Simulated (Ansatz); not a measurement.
# C41O: the cost of one run

Computed with Ansatz 0.2.0 (DFT PBE+D3(BJ), scalar-relativistic, plane waves, PAW, unless a step's input says otherwise).

4 further runs of the same task are left out: 4 set aside as unsound or not needed.

### Step 1. The starting structure

The structure is cubic, space group Fd-3m (No. 227). Conventional cell: a = 3.557 Å, b = 3.557 Å, c = 3.557 Å, α = 90.00°, β = 90.00°, γ = 90.00°. C (site symmetry -43m) is surrounded by 4 C at 1.54 Å.

Structure file:

```
CELL_PARAMETERS angstrom
0.00000 1.77852 1.77852
1.77852 0.00000 1.77852
1.77852 1.77852 0.00000
ATOMIC_POSITIONS crystal
C 0.50000 0.50000 0.50000
C 0.75000 0.75000 0.75000
```

It is the result of an earlier relaxation at this level (volume 5.63 Å³/atom; gap on the mesh: 4.18 eV).

### Step 2. Setting up the map

Atoms count from 1 in the order of the input.

CO (O end down) is moved over the surface cell at a fixed height above a rigid substrate; the origin of the map has the adsorbate above C33; the height is held at 3.50 Å.

First coordinate, position of O41 along the first surface vector, from above C33: 4 values from 0.00 to 0.75, periodic. Second coordinate, position of O41 along the second surface vector, from above C33: 4 values from 0.00 to 0.75, periodic.

Nothing else is relaxed. Points are written as (first, second).

The two vectors of the plane (Å): (2.515, 0.000, 0.000); (0.000, 3.557, 0.000).

### Step 3. The run at (0/4, 0/4) of the map's two axes

The cell repeats along c, and a dipole correction in the vacuum removes the field between the copies.

The input, input.yaml:

```yaml
crystal:
  lattice:
    - [5.0304222917, 0.0, 0.0]
    - [0.0, 7.1140914293, 0.0]
    - [0.0, 0.0, 23.8251415892]
  atoms:
    - { symbol: C, position: [0.25, 0.0, 0.1678898732] }
    - { symbol: C, position: [0.25, 0.5, 0.1678898732] }
    - { symbol: C, position: [0.75, 0.0, 0.1678898732] }
    - { symbol: C, position: [0.75, 0.5, 0.1678898732] }
    - { symbol: C, position: [0.0, 0.125, 0.1678898732] }
    - { symbol: C, position: [0.0, 0.625, 0.1678898732] }
    - { symbol: C, position: [0.5, 0.125, 0.1678898732] }
    - { symbol: C, position: [0.5, 0.625, 0.1678898732] }
    - { symbol: C, position: [0.0, 0.25, 0.2206746833] }
    - { symbol: C, position: [0.0, 0.75, 0.2206746833] }
    - { symbol: C, position: [0.5, 0.25, 0.2206746833] }
    - { symbol: C, position: [0.5, 0.75, 0.2206746833] }
    - { symbol: C, position: [0.25, 0.375, 0.2206746833] }
    - { symbol: C, position: [0.25, 0.875, 0.2206746833] }
    - { symbol: C, position: [0.75, 0.375, 0.2206746833] }
    - { symbol: C, position: [0.75, 0.875, 0.2206746833] }
    - { symbol: C, position: [0.25, 0.0011909171, 0.2733210082] }
    - { symbol: C, position: [0.25, 0.5011909171, 0.2733210082] }
    - { symbol: C, position: [0.75, 0.0011909171, 0.2733210082] }
    - { symbol: C, position: [0.75, 0.5011909171, 0.2733210082] }
    - { symbol: C, position: [0.0, 0.1238090829, 0.2733210082] }
    - { symbol: C, position: [0.0, 0.6238090829, 0.2733210082] }
    - { symbol: C, position: [0.5, 0.1238090829, 0.2733210082] }
    - { symbol: C, position: [0.5, 0.6238090829, 0.2733210082] }
    - { symbol: C, position: [0.0, 0.2547373826, 0.3275705906] }
    - { symbol: C, position: [0.0, 0.7547373826, 0.3275705906] }
    - { symbol: C, position: [0.5, 0.2547373826, 0.3275705906] }
    - { symbol: C, position: [0.5, 0.7547373826, 0.3275705906] }
    - { symbol: C, position: [0.25, 0.3702626174, 0.3275705906] }
    - { symbol: C, position: [0.25, 0.8702626174, 0.3275705906] }
    - { symbol: C, position: [0.75, 0.3702626174, 0.3275705906] }
    - { symbol: C, position: [0.75, 0.8702626174, 0.3275705906] }
    - { symbol: C, position: [0.25, 0.0143353733, 0.372511599] }
    - { symbol: C, position: [0.25, 0.5143353733, 0.372511599] }
    - { symbol: C, position: [0.75, 0.0143353733, 0.372511599] }
    - { symbol: C, position: [0.75, 0.5143353733, 0.372511599] }
    - { symbol: C, position: [0.0, 0.1106646267, 0.372511599] }
    - { symbol: C, position: [0.0, 0.6106646267, 0.372511599] }
    - { symbol: C, position: [0.5, 0.1106646267, 0.372511599] }
    - { symbol: C, position: [0.5, 0.6106646267, 0.372511599] }
    - { symbol: O, position: [0.25, 0.0143353733, 0.519415238] }
    - { symbol: C, position: [0.25, 0.0143353733, 0.5676835766] }
basis:
  ecutwfc: 420
kpoints:
  mp_grid: { grid: [5, 4, 1] }
hamiltonian:
  xc: pbe
  pseudopotentials: { kind: paw, azcp: { folder: soft_1 } }
  dispersion: d3bj
scf:
  occupations: { method: gaussian, width: 0.05 }
output:
  forces: true
  eigenvalues: true
efield:
  axis: 3
  dipole_correction: true
  ramp_width: 0.04
```

Started as:

```
ansatz run input.yaml --threads 4 --pin off --max-ram 12288MiB --backend cpu --events-out ev --progress --plain --runs-dir out
```

**Question.** How long does this run take on 4 threads of Intel Xeon Platinum 8259CL at 2.50GHz (Skylake/Cascade Lake), shared host, and how much memory does it need?

About 29 s, with a peak of 2.4 GiB.
